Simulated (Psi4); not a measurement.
# Br2 (bromine), step by step, part 2 of 2

Psi4 1.11. Earlier steps stand in the parts before.

### Step 4. The doublet cation: a structure relaxation at U-r2SCAN/STO-3G (density fitting with def2-universal-jkfit) (run 3)

input.in reads:

```
memory 1.6 GB

molecule geom {
  1 2
  Br
  Br 1 2.341539
  units angstrom
  symmetry c1
}

set globals {
  basis STO-3G
  reference uks
  df_basis_scf def2-universal-jkfit
}

optimize("r2scan")
print_variables()
```

Command:

```bash
$ psi4 input.in input.out -n 1
```

input.out:

```text
Psi4 1.11 release

gradient() will perform analytic gradient computation.

   => Loading Basis Set <=

    Name: STO-3G
    Role: ORBITAL
    Keyword: BASIS

         ---------------------------------------------------------
                                   SCF
                              UKS Reference
                        1 Threads,   1525 MiB Core
         ---------------------------------------------------------

  ==> Geometry <==

    Molecular point group: c1
    Full point group: D_inf_h

    Geometry (in Angstrom), charge = 1, multiplicity = 2:

       Center              X                  Y                   Z               Mass
    ------------   -----------------  -----------------  -----------------  -----------------
         BR           0.000000000000     0.000000000000    -1.170769500000    78.918337600000
         BR           0.000000000000     0.000000000000     1.170769500000    78.918337600000

  Running in c1 symmetry.

  Rotational constants: A = ************  B =      0.07792  C =      0.07792 [cm^-1]
  Rotational constants: A = ************  B =   2335.96577  C =   2335.96577 [MHz]
  Nuclear repulsion =  276.844452759808803

  Charge       = 1
  Multiplicity = 2
  Electrons    = 69
  Nalpha       = 35
  Nbeta        = 34

  ==> Algorithm <==

  SCF Algorithm Type is DF.
  DIIS enabled.
  MOM disabled.
  Fractional occupation disabled.
  Guess Type is SAD.
  Energy threshold   = 1.00e-08
  Density threshold  = 1.00e-08
  Integral threshold = 1.00e-12

  ==> Primary Basis <==

  Basis Set: STO-3G
    Blend: STO-3G
    Number of shells: 16
    Number of basis functions: 36
    Number of Cartesian functions: 38
    Spherical Harmonics?: true
    Max angular momentum: 2

  ==> DFT Potential <==

   => LibXC <=

    Version 7.1.2

   => Composite Functional: R2SCAN <=

    r2SCAN Meta-GGA XC Functional  (0.1021/acs.jpclett.0c02405)

    Deriv               =              1
    GGA                 =           TRUE
    Meta                =           TRUE

    Exchange Hybrid     =          FALSE
    MP2 Hybrid          =          FALSE

   => Exchange Functionals <=

    1.0000   XC_MGGA_X_R2SCAN

   => Correlation Functionals <=

    1.0000   XC_MGGA_C_R2SCAN

   => LibXC Density Thresholds  <==

    XC_MGGA_C_R2SCAN:  1.00E-15
    XC_MGGA_X_R2SCAN:  1.00E-11

   => Molecular Quadrature <=

    Radial Scheme          =       TREUTLER
    Pruning Scheme         =           NONE
    Nuclear Scheme         =       TREUTLER

    Blocking Scheme        =         OCTREE
    BS radius alpha        =              1
    Pruning alpha          =              1
    Radial Points          =             75
    Spherical Points       =            302
    Total Points           =          37188
    Total Blocks           =            348
    Max Points             =            236
    Max Functions          =             31
    Weights Tolerance      =       1.00E-15

   => Loading Basis Set <=

    Name: DEF2-UNIVERSAL-JKFIT
    Role: JKFIT
    Keyword: DF_BASIS_SCF

  ==> Integral Setup <==

  DFHelper Memory: AOs need 0.007 GiB; user supplied 1.060 GiB.
  SCF_SUBTYPE=INCORE selected. In-core MEM_DF algorithm will be used.
  Using in-core AOs.

  ==> MemDFJK: Density-Fitted J/K Matrices <==

    J tasked:                   Yes
    K tasked:                    No
    wK tasked:                   No
    Memory [MiB]:              1084
    Algorithm:                 Core
    Schwarz Cutoff:           1E-12
    Mask sparsity (%):      17.7469
    Fitting Condition:        1E-10

   => Auxiliary Basis Set <=

  Basis Set: DEF2-UNIVERSAL-JKFIT
    Blend: DEF2-UNIVERSAL-JKFIT
    Number of shells: 120
    Number of basis functions: 532
    Number of Cartesian functions: 742
    Spherical Harmonics?: true
    Max angular momentum: 5

  Cached 100.0% of DFT collocation blocks in 0.058 [GiB].

  Minimum eigenvalue in the overlap matrix is 4.4137044151E-01.
  Reciprocal condition number of the overlap matrix is 2.7400501551E-01.
    Using symmetric orthogonalization.

  ==> Pre-Iterations <==

  SCF Guess: Superposition of Atomic Densities via on-the-fly atomic UHF (no occupation information).

   -------------------------
    Irrep   Nso     Nmo
   -------------------------
     A         36      36
   -------------------------
    Total      36      36
   -------------------------

  ==> Iterations <==

                           Total Energy        Delta E     RMS |[F,P]|

   @DF-UKS iter SAD: -5090.34567478228746   -5.09035e+03   0.00000e+00
[... 2 lines left out ...]
   @DF-UKS iter   3: -5091.87624743402648   -4.51683e-04   1.30850e-04 DIIS/ADIIS
[... 2 lines left out ...]
   @DF-UKS iter   6: -5091.87628032890279   -2.58187e-08   1.25891e-07 DIIS
[... 2 lines left out ...]
   @DF-UKS iter   9: -5091.87627996092579    3.98541e-09   1.29174e-07 DIIS
[... 2 lines left out ...]
   @DF-UKS iter  12: -5091.87627946006978    1.27169e-07   4.38596e-06 DIIS
[... 2 lines left out ...]
   @DF-UKS iter  15: -5091.87627927281574    1.49927e-07   2.69019e-06 DIIS
[... 2 lines left out ...]
   @DF-UKS iter  18: -5091.87627901625274    7.48028e-07   7.77308e-07 DIIS
[... 2 lines left out ...]
   @DF-UKS iter  21: -5091.87627901528685    1.84627e-10   5.80754e-09 DIIS
[... 10 lines left out ...]
   @S^2 Expected:                7.500000000E-01
[... 2 lines left out ...]
   @S   Observed:                5.000000000E-01
[... 40 lines left out ...]
    Nuclear Repulsion Energy =            276.8444527598088030
[... 2 lines left out ...]
    DFT Exchange-Correlation Energy =    -183.5089134566796361
[... 2 lines left out ...]
    Total Energy =                      -5091.8762790152868547
[... 22 lines left out ...]
 Dipole Z            :          0.0000000            0.0000000            0.0000000
[... 106 lines left out ...]
	Measures of convergence in internal coordinates in au.
[... 78 lines left out ...]
    Weights Tolerance      =       1.00E-15
[... 42 lines left out ...]
   @DF-UKS iter   1: -5091.87679879340885    1.75896e-02   1.88798e-04 DIIS/ADIIS
[... 2 lines left out ...]
   @DF-UKS iter   4: -5091.87686615896109   -1.18234e-11   9.62730e-09 DIIS
[... 10 lines left out ...]
   @S^2 Expected:                7.500000000E-01
[... 2 lines left out ...]
   @S   Observed:                5.000000000E-01
[... 12 lines left out ...]
    Nuclear Repulsion Energy =            282.8920865164467955
[... 2 lines left out ...]
    DFT Exchange-Correlation Energy =    -183.5165021062718154
[... 2 lines left out ...]
    Total Energy =                      -5091.8768661589610929
[... 22 lines left out ...]
 Dipole Z            :         -0.0000109            0.0000000           -0.0000109
[... 75 lines left out ...]
	Measures of convergence in internal coordinates in au.
[... 67 lines left out ...]
    Weights Tolerance      =       1.00E-15
[... 33 lines left out ...]
   @DF-UKS iter   1: -5091.87686434844363   -5.75538e-03   6.96919e-05 DIIS
[... 2 lines left out ...]
   @DF-UKS iter   4: -5091.87687355725211   -4.91127e-10   1.12636e-06 DIIS
[... 10 lines left out ...]
   @Spin Contamination Metric:   1.126244386E-04
[... 2 lines left out ...]
   @S   Expected:                5.000000000E-01
[... 9 lines left out ...]
  @DF-UKS Final Energy: -5091.87687355935668
[... 5 lines left out ...]
    Two-Electron Energy =                2466.2738454911345798
[... 2 lines left out ...]
    VV10 Nonlocal Energy =                  0.0000000000000000
[... 22 lines left out ...]
 Dipole Y            :         -0.0000000            0.0000000           -0.0000000
[... 74 lines left out ...]
	                                 ==> Convergence Check <==
[... 8 lines left out ...]
	  Convergence Criteria     1.00e-06 *    3.00e-04 *             o    1.20e-03 *             o
[... 66 lines left out ...]
   @DF-UKS iter   1: -5091.87688284180058    4.56504e-04   5.30789e-06 DIIS
[... 2 lines left out ...]
  Energy and wave function converged.
[... 10 lines left out ...]
   @S^2 Observed:                7.501129385E-01
[... 31 lines left out ...]
    Final Occupation by Irrep:
[... 6 lines left out ...]
  @DF-UKS Final Energy: -5091.87688289523339

   => Energetics <=

    Nuclear Repulsion Energy =            280.7860657237018245
    One-Electron Energy =               -7655.5856593121025071
    Two-Electron Energy =                2466.4365127331170697
    DFT Exchange-Correlation Energy =    -183.5138020399489562
    Empirical Dispersion Energy =           0.0000000000000000
    VV10 Nonlocal Energy =                  0.0000000000000000
    Total Energy =                      -5091.8768828952333934

  UHF NO Occupations:
  HONO-2 :   33  A 2.0000000
  HONO-1 :   34  A 1.9999435
  HONO-0 :   35  A 1.0000000
  LUNO+0 :   36  A 0.0000565

Computation Completed

Properties will be evaluated at   0.000000,   0.000000,   0.000000 [a0]

Properties computed using the SCF density matrix

 Multipole Moments:

 ------------------------------------------------------------------------------------
     Multipole            Electronic (a.u.)      Nuclear  (a.u.)        Total (a.u.)
 ------------------------------------------------------------------------------------

 L = 1.  Multiply by 2.5417464519 to convert [e a0] to [Debye]
 Dipole X            :         -0.0000000            0.0000000           -0.0000000
 Dipole Y            :         -0.0000000            0.0000000           -0.0000000
 Dipole Z            :          0.0000000            0.0000000            0.0000000
 Magnitude           :                                                    0.0000000

 ------------------------------------------------------------------------------------

	total time  =          1 seconds =       0.02 minutes

         ------------------------------------------------------------
                                   SCF GRAD
         ------------------------------------------------------------

  ==> Geometry <==

    Molecular point group: c1
    Full point group: D_inf_h

    Geometry (in Angstrom), charge = 1, multiplicity = 2:

       Center              X                  Y                   Z               Mass
    ------------   -----------------  -----------------  -----------------  -----------------
         BR           0.000000000000     0.000000000000    -1.154334495553    78.918337600000
         BR           0.000000000000     0.000000000000     1.154334495553    78.918337600000

  Nuclear repulsion =  280.786065723701824

   => Molecular Quadrature <=

    Radial Scheme          =       TREUTLER
    Pruning Scheme         =           NONE
    Nuclear Scheme         =       TREUTLER

    Blocking Scheme        =         OCTREE
    BS radius alpha        =              1
    Pruning alpha          =              1
    Radial Points          =             75
    Spherical Points       =            302
    Total Points           =          37164
    Total Blocks           =            346
    Max Points             =            238
    Max Functions          =             31
    Weights Tolerance      =       1.00E-15

  -Total Gradient:
     Atom            X                  Y                   Z
    ------   -----------------  -----------------  -----------------
       1       -0.000000000001     0.000000000000     0.000045850172
       2        0.000000000000     0.000000000001    -0.000045850205

	total time  =          0 seconds =       0.00 minutes

    			-----------------------------------------

    			 OPTKING 3.0: for geometry optimizations

    			        with contributions from

    			-----------------------------------------

	                            ===> Fragment 1 <==

	 Z (Atomic Numbers)          Masses                          Geom
	      35.000000            78.918338          0.00000000  0.00000000 -2.18137605
	      35.000000            78.918338          0.00000000  0.00000000  2.18137605

	 - Coordinate -           - BOHR/RAD -       - ANG/DEG -
	 R(1,2)           =         4.362752           2.308669

	        --- Internal Coordinate Step in ANG or DEG, aJ/ANG or AJ/DEG ---
	-------------------------------------------------------------------------------
	           Coordinate      Previous         Force          Change          New
	           ----------      --------        ------          ------        ------
	               R(1,2)       2.30867        0.00038        0.00012       2.30879
	-------------------------------------------------------------------------------

	                                 ==> Convergence Check <==

	Measures of convergence in internal coordinates in au.

	Criteria marked as inactive (o), active & met (*), and active & unmet ( ).

	----------------------------------------------------------------------------------------------
	   Step    Total Energy     Delta E     Max Force     RMS Force      Max Disp      RMS Disp
	----------------------------------------------------------------------------------------------
	  Convergence Criteria     1.00e-06 *    3.00e-04 *             o    1.20e-03 *             o
	----------------------------------------------------------------------------------------------
	     4   -5091.87688290   -9.34e-06      4.59e-05 *    4.59e-05 o    2.24e-04 *    2.24e-04 o  ~
	----------------------------------------------------------------------------------------------

Next Geometry in Ang
	Fragment 1 (Ang)

	   Br   0.0000000000   0.0000000000  -1.1543938874
	   Br   0.0000000000   0.0000000000   1.1543938874

    Final optimized geometry and variables:
    Molecular point group: c1
    Full point group: D_inf_h

    Geometry (in Angstrom), charge = 1, multiplicity = 2:

    BR
    BR            1    2.308669

  Variable Map:
  ----------------------------------------------------------------------------
  "CURRENT ENERGY"              =>   -5091.876882895233
  "CURRENT REFERENCE ENERGY"    =>   -5091.876882895233
  "DD SOLVATION ENERGY"         =>       0.000000000000
  "DFT FUNCTIONAL TOTAL ENERGY" =>   -5091.876882895233
  "DFT TOTAL ENERGY"            =>   -5091.876882895233
  "DFT VV10 ENERGY"             =>       0.000000000000
  "DFT XC ENERGY"               =>    -183.513802039949
  "GRID ELECTRONS ALPHA"        =>      35.000008095114
  "GRID ELECTRONS BETA"         =>      34.000008166080
  "GRID ELECTRONS TOTAL"        =>      69.000016261194
  "NUCLEAR REPULSION ENERGY"    =>     280.786065723702
  "ONE-ELECTRON ENERGY"         =>   -7655.585659312103
  "OPTIMIZATION ITERATIONS"     =>       4.000000000000
  "PCM POLARIZATION ENERGY"     =>       0.000000000000
  "PE ENERGY"                   =>       0.000000000000
  "SCF ITERATION ENERGY"        =>   -5091.876882895233
  "SCF ITERATIONS"              =>       3.000000000000
  "SCF TOTAL ENERGY"            =>   -5091.876882895233
  "TWO-ELECTRON ENERGY"         =>    2466.436512733117
  "XC GRID RADIAL POINTS"       =>      75.000000000000
  "XC GRID SPHERICAL POINTS"    =>     302.000000000000
  "XC GRID TOTAL POINTS"        =>   37164.000000000000

  Array Variable Map:
  ----------------------------------------------------------------------------
  "CURRENT DIPOLE"              =>      -0.000000000000 ... 0.000000043821 1 by 3
  "CURRENT GRADIENT"            =>      -0.000000000001 ... -0.000045850205 2 by 3
  "DFT TOTAL GRADIENT"          =>      -0.000000000001 ... -0.000045850205 2 by 3
  "SCF DIPOLE"                  =>      -0.000000000000 ... 0.000000043821 1 by 3
  "SCF TOTAL ENERGIES"          =>   -5091.877339345491 ... -5091.876882895233 1 by 4
  "SCF TOTAL GRADIENT"          =>      -0.000000000001 ... -0.000045850205 2 by 3

    Psi4 run time: 0:00:06.28

[set-up sections that repeat, and orbital energies of the middle runs, are left out above]
```

Standard output:

```text
Optimizer: Optimization complete!
```

Wall time 7.2 s (1 thread of Intel Xeon 6975P-C (Granite Rapids), shared host); peak memory 0.3 GiB.

Steps, from the record of the run:

```tsv
step	energy from the first frame kept (eV)	largest force (eV/Å)
0	0.0000	0.6501
1	-0.0160	0.3852
2	-0.0162	0.0280
3	-0.0164	0.0024
```

After the run. Bond lengths: Br1–Br2 2.309 Å.

### Step 5. A single-point energy at r2SCAN/STO-3G (density fitting with def2-universal-jkfit) (run 4)

br2.in reads:

```
memory 1600 MB

molecule geom {
  0 1
  Br     1.86071883    -0.62227358     0.95336494
  Br    -1.86071883     0.62227358    -0.95336494
  units au
}

set {
  basis        STO-3G
  df_basis_scf def2-universal-jkfit
}

energy('r2scan')
print_variables()
```

Command:

```bash
$ psi4 -i br2.in -o br2.out -n 1
```

br2.out, shortened:

```text
[...]
  Running in d2h symmetry.
[...]
  Nuclear repulsion =  280.786001004006096
[...]
  Multiplicity = 1
[...]
  Nalpha       = 35
  Nbeta        = 35
[...]
    Number of basis functions: 36
[...]
   @DF-RKS iter   1: -5092.18223654460508   -1.81799e+00   7.66381e-03 ADIIS/DIIS
[...]
   @DF-RKS iter   5: -5092.18522620265321    9.09495e-13   9.56980e-11 DIIS
[...]
    Orbital Energies [Eh]
    ---------------------
    Doubly Occupied:
       1B3u -476.651611     1Ag  -476.651603     2B3u  -60.194029
       2Ag   -60.192689     3B3u  -55.354280     3Ag   -55.354240
       1B1g  -55.348091     1B2g  -55.348091     1B2u  -55.348080
       1B1u  -55.348080     4B3u   -7.924422     4Ag    -7.923310
       5B3u   -5.878504     5Ag    -5.875388     2B1g   -5.850409
       2B2g   -5.850409     2B2u   -5.849353     2B1u   -5.849353
       6B3u   -1.556483     6Ag    -1.556222     3B2g   -1.549870
       3B1g   -1.549870     3B1u   -1.549869     3B2u   -1.549869
       1B3g   -1.532487     1Au    -1.532487     7Ag    -1.532452
       7B3u   -1.532452     8Ag    -0.694702     8B3u   -0.543368
       9Ag    -0.314277     4B2u   -0.230996     4B1u   -0.230996
       4B1g   -0.151037     4B2g   -0.151037
[...]
  @DF-RKS Final Energy: -5092.18522620265321
   => Energetics <=
    Nuclear Repulsion Energy =            280.7860010040060956
    One-Electron Energy =               -7682.8387568411199027
    Two-Electron Energy =                2493.9598299558383587
    DFT Exchange-Correlation Energy =    -184.0923003213775360
    Empirical Dispersion Energy =           0.0000000000000000
    VV10 Nonlocal Energy =                  0.0000000000000000
    Total Energy =                      -5092.1852262026532117
[...]
 Multipole Moments:
 ------------------------------------------------------------------------------------
     Multipole            Electronic (a.u.)      Nuclear  (a.u.)        Total (a.u.)
 ------------------------------------------------------------------------------------
 L = 1.  Multiply by 2.5417464519 to convert [e a0] to [Debye]
 Dipole X            :          0.0000000            0.0000000            0.0000000
 Dipole Y            :          0.0000000            0.0000000            0.0000000
 Dipole Z            :          0.0000000            0.0000000            0.0000000
 Magnitude           :                                                    0.0000000
[...]
```

Run time: 2 s. Hardware: 1 thread of Intel Xeon 6975P-C (Granite Rapids), shared host; peak memory 0.27 GiB.

### Step 6. Outcome

The summary covers parts 1 to 2.

| quantity | value |
| --- | --- |
| run 1, r2SCAN/STO-3G: total energy at the end | -5092.18547 Eh |
| run 1, r2SCAN/STO-3G: dipole moment | 0.00 D |
| run 1, r2SCAN/STO-3G: HOMO energy | -4.15 eV |
| run 1, r2SCAN/STO-3G: LUMO energy | -1.12 eV |
| run 1, r2SCAN/STO-3G: HOMO–LUMO gap | 3.02 eV |
| run 1, r2SCAN/STO-3G: bond length | 2.342 Å |
| doublet cation, run 2: total energy | -5091.87628 Eh |
| doublet cation, run 2: HOMO energy (highest over α and β) | -12.64 eV |
| doublet cation, run 2: LUMO energy (lowest over α and β) | -12.61 eV |
| doublet cation, run 2: ⟨S²⟩ | 0.750 |
| doublet cation, run 3: total energy at the end | -5091.87688 Eh |
| doublet cation, run 3: HOMO energy (highest over α and β) | -12.63 eV |
| doublet cation, run 3: LUMO energy (lowest over α and β) | -12.60 eV |
| doublet cation, run 3: bond length | 2.309 Å |
| doublet cation, run 3: ⟨S²⟩ | 0.750 |
| run 4, r2SCAN/STO-3G: total energy | -5092.18523 Eh |
| run 4, r2SCAN/STO-3G: HOMO energy | -4.11 eV |
| run 4, r2SCAN/STO-3G: LUMO energy | -0.88 eV |
| run 4, r2SCAN/STO-3G: HOMO–LUMO gap | 3.23 eV |
| adiabatic ionisation energy (to the doublet cation, no zero-point term) | 8.397 eV |

**Reading.** The adiabatic ionisation energy (to the doublet cation, no zero-point term) is 8.40 eV (194 kcal/mol). In a minimal basis such a difference can be off by several eV, whatever the method. The optimisation (run 1, r2SCAN/STO-3G) took 4 steps and changed the energy by -0.031 eV. At r2SCAN/STO-3G: Experiment gives 2.281 Å for the bond length (Huber and Herzberg, Constants of Diatomic Molecules), so the computed value is 0.060 Å (2.7 %) too high. The optimisation (doublet cation, run 3) took 4 steps and changed the energy by -0.016 eV.
